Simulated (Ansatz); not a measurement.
# Ge3MoRu: the cost of one run

Method: DFT PBE, scalar-relativistic, plane waves, PAW, in Ansatz 0.2.0.

### 1 The system as given

Symmetry: Pm-3m, No. 221, cubic system. The conventional cell has a = 4.253 Å, b = 4.253 Å, c = 4.253 Å, α = 90.00°, β = 90.00°, γ = 90.00°. Around Ge (site symmetry 4/mmm) lie 2 Mo at 2.13 Å. Mo (site symmetry m-3m) has 6 Ge at 2.13 Å as nearest neighbours. Ru (site symmetry m-3m) has 12 Ge at 3.01 Å as nearest neighbours.

Structure file:

```cif
data_structure
_symmetry_space_group_name_H-M 'P 1'
_symmetry_Int_Tables_number 1
_cell_length_a 4.2534
_cell_length_b 4.2534
_cell_length_c 4.2534
_cell_angle_alpha 90.000
_cell_angle_beta 90.000
_cell_angle_gamma 90.000
_cell_volume 76.95
loop_
_atom_site_label
_atom_site_type_symbol
_atom_site_fract_x
_atom_site_fract_y
_atom_site_fract_z
_atom_site_occupancy
Ge1 Ge 0.00000 0.50000 0.50000 1
Ge2 Ge 0.50000 0.00000 0.50000 1
Ge3 Ge 0.50000 0.50000 0.00000 1
Mo1 Mo 0.50000 0.50000 0.50000 1
Ru1 Ru 0.00000 0.00000 0.00000 1
```

The cell is invented: species swapped into a database cell of AlCo3C (Pm-3m, No. 221), with Ru on the Al sites, Ge on the Co sites and Mo on the C sites. The dimensions are guesses.

### 2 A first look at the guess

Input file input.yaml:

```yaml
crystal:
  lattice:
    - [4.2534268, 0.0, 0.0]
    - [0.0, 4.2534268, 0.0]
    - [0.0, 0.0, 4.2534268]
  atoms:
    - { symbol: Ge, position: [0.0, 0.5, 0.5] }
    - { symbol: Ge, position: [0.5, 0.0, 0.5] }
    - { symbol: Ge, position: [0.5, 0.5, 0.0] }
    - { symbol: Mo, position: [0.5, 0.5, 0.5] }
    - { symbol: Ru, position: [0.0, 0.0, 0.0] }
basis:
  ecutwfc: 420
kpoints:
  mp_grid: { grid: [4, 4, 4] }
hamiltonian:
  xc: pbe
scf:
  occupations: { method: gaussian, width: 0.1 }
  lower_state_search: "off"
output:
  forces: true
  stress: true
  eigenvalues: true
```

Run with:

```bash
ansatz run input.yaml --threads 1 --pin off --max-ram 2560MiB --backend cpu --events-out ev --progress --plain --runs-dir out
```

**Question.** How long does this run take on 1 thread of Arm Neoverse V2, shared host, and how much memory does it need?

About 2 s, with a peak of 0.35 GiB.
